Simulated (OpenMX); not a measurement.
Crystal: AlIn.

```
CELL_PARAMETERS angstrom
3.05413 0.00000 0.00000
-1.52707 2.64496 0.00000
0.00000 0.00000 5.82802
ATOMIC_POSITIONS crystal
Al 0.00000 0.00000 0.00000
In 0.00000 0.00000 0.50000
```

The cell was built by a generator and needn't be a form met in nature.

Base run:

* Program: OpenMX 3.8.5
* Functional: PBE
* Potentials or basis: OpenMX 2013 PBE set, Al7.0-s2p2d1, In7.0-s3p2d2, grid cutoff 500 Ry
* k mesh: 7 × 7 × 5
* Occupations: fermi-dirac, width 0.05 eV
* Spin: no spin polarisation

Its results: band gap on the k mesh none (metal or under the smearing width); pressure 0.0 GPa.

**Question.** The run is repeated on the same cell with these changes: dispersion from none to D4. What comes out?

**Answer.** Band gap on the k mesh none (metal or under the smearing width); pressure -2.0 GPa.

Dispersion adds attraction, which lowers the pressure at fixed volume and, as a term added to the energy, leaves the levels alone.

Caveats: the basis of atomic orbitals isn't converged, which shifts pressures, moduli and gaps; pairwise dispersion overbinds metals, which lowers pressure and volume (some runs).
